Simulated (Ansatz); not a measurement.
# H3W: the cost of one run

Method: def2-SVP, all electrons in the functionals, frozen cores in the correlation of double hybrids and RPA; program: Ansatz 0.2.0, Gaussian basis.

The runs, in order: wB97M-V, B2PLYP, RPA-PBE, at charge 0, quartet; charge 0, doublet; charge 0, sextet; charge 1, triplet; charge 1, quintet; displaced geometry v1; displaced geometry v2 (not every functional at every point).

29 further runs of the same task are left out: 3 for a known fault of the program, 12 that didn't finish, 14 set aside as unsound or not needed.

## Step 1: The system

The geometry is a PBE0/def2-TZVP stationary point (not a proven minimum). No spin-orbit coupling is included. Elements past krypton take def2 core potentials.

4 atoms, charge 0, spin multiplicity 4.

Atoms are counted from 1 here; the program's logs count them from 0.

Bond lengths: W1–H2 1.710 Å, W1–H3 1.710 Å, W1–H4 1.710 Å. Angles: H2–W1–H3 112.3°, H2–W1–H4 112.3°, H3–W1–H4 112.3°.

No dispersion term is added; wB97M-V holds VV10 nonlocal correlation.

The geometry shown and the zero of energy belong to the point charge 0, quartet. The yardstick, UCCSD(T), and other wave-function levels (R restricted, U unrestricted, valence and pair active spaces) come from earlier runs.

## Step 2: wB97M-V, charge 0, quartet

Contents of in.yaml:

```yaml
crystal:
  periodic: [false, false, false]
  atoms:
    - {symbol: W, position_ang: [0.000018, 0.000018, -0.007849]}
    - {symbol: H, position_ang: [1.638941, 0.014192, 0.481052]}
    - {symbol: H, position_ang: [-0.834382, 1.411605, 0.478453]}
    - {symbol: H, position_ang: [-0.807904, -1.429056, 0.472050]}
basis:
  gaussian: {orbitals: def2-SVP}
magnetization: {spin_polarized: true, initial_magnetization: 3}
hamiltonian: {xc: {name: wB97M-V}}
output: {orbitals: {seedname: orbitals}}
```

The run is started by

```
ansatz run in.yaml --threads 1 --pin off --events-out ev --progress --plain --max-ram 2393MiB
```

**Question.** How long does this run take on 1 thread of Intel Xeon at 2.50GHz, shared host, and how much memory does it need?

About 13 s, with a peak of 0.25 GiB.
